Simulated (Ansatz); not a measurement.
# CH8InNSiTe: basis-set convergence

One table from this session's results is given with a row withheld; the runs are named, their logs left out.

Method: one geometry, several basis sets; program: Ansatz 0.2.0, Gaussian basis.

Levels to be run: PBE0-D4/def2-SVP; ωB97M-V/def2-SVP; PBE0-D4/def2-QZVPP; ωB97M-V/def2-QZVPP; the functionals' def2-TZVPP values are taken from earlier runs.

1 further run of the same task is left out (for a known fault of the program).

### The geometry

The geometry comes from an earlier relaxation with PBE0-D4 in a triple-zeta def2 set; it is a stationary point, not always the lowest conformer. In, Te take the def2 core potential; no spin-orbit term is included.

SMILES `[CH3][In]([NH2])[SiH2][TeH]`, 13 atoms, charge 0, spin multiplicity 1.

Atoms are counted from 1 here; the program's logs count them from 0.

Bond lengths: C1–In2 2.148 Å, C1–H6 1.090 Å, C1–H7 1.091 Å, C1–H8 1.091 Å, In2–N3 2.014 Å, In2–Si4 2.565 Å, N3–H9 1.007 Å, N3–H10 1.007 Å, Si4–Te5 2.511 Å, Si4–H11 1.491 Å, Si4–H12 1.491 Å, Te5–H13 1.658 Å. Angles: In2–C1–H6 110.1°, In2–C1–H7 110.3°, In2–C1–H8 110.0°, H6–C1–H7 109.2°, H6–C1–H8 109.1°, H7–C1–H8 108.2°, C1–In2–N3 116.3°, C1–In2–Si4 132.8°, N3–In2–Si4 110.8°, In2–N3–H9 124.5°, In2–N3–H10 122.4°, H9–N3–H10 111.1°, In2–Si4–Te5 109.8°, In2–Si4–H11 114.0°, In2–Si4–H12 112.1°, Te5–Si4–H11 110.4°, Te5–Si4–H12 103.7°, H11–Si4–H12 106.3° and more.

Set-up of the first run:

The input, in.yaml:

```yaml
crystal:
  periodic: [false, false, false]
  atoms:
    - {symbol: C, position_ang: [-1.986793, 0.163124, 1.690938]}
    - {symbol: In, position_ang: [-0.429456, 0.133535, 0.212141]}
    - {symbol: N, position_ang: [0.229904, 1.926452, -0.426430]}
    - {symbol: Si, position_ang: [0.893090, -1.768382, -0.889196]}
    - {symbol: Te, position_ang: [2.848802, -0.825838, -2.151388]}
    - {symbol: H, position_ang: [-2.221633, 1.191432, 1.966922]}
    - {symbol: H, position_ang: [-1.673716, -0.384432, 2.580913]}
    - {symbol: H, position_ang: [-2.885211, -0.313641, 1.295726]}
    - {symbol: H, position_ang: [-0.203587, 2.806697, -0.200100]}
    - {symbol: H, position_ang: [0.864451, 2.022998, -1.202883]}
    - {symbol: H, position_ang: [1.347621, -2.820709, 0.063666]}
    - {symbol: H, position_ang: [0.100863, -2.468872, -1.939657]}
    - {symbol: H, position_ang: [3.115676, 0.337627, -1.000643]}
basis:
  gaussian: {orbitals: def2-SVP}
hamiltonian: {xc: pbe0, dispersion: d4}
output: {orbitals: {seedname: orbitals}}
```

The run is started by

```bash
> ansatz run in.yaml --threads 2 --pin off --events-out ev --progress --plain --max-ram 32768MiB --backend cpu
```

Steps of the session up to this table: PBE0-D4 in def2-SVP; ωB97M-V in def2-SVP; PBE0-D4 in def2-QZVPP; ωB97M-V in def2-QZVPP.

One table of the session follows, with a row left open; its other results are not shown here.

It belongs to the step «Functionals by basis». 

| functional | basis | HOMO (eV) |
| --- | --- | --- |
| PBE0-D4 | def2-SVP | -6.16 |
| PBE0-D4 | def2-TZVPP | ? |
| PBE0-D4 | def2-QZVPP | -6.28 |
| ωB97M-V | def2-SVP | -8.17 |
| ωB97M-V | def2-TZVPP | -8.30 |
| ωB97M-V | def2-QZVPP | -8.32 |

Estimate the missing values for PBE0-D4, def2-TZVPP.

**Answer.** HOMO (eV): -6.26. In the column «HOMO (eV)» it lies between PBE0-D4, def2-QZVPP (-6.28) and PBE0-D4, def2-SVP (-6.16).
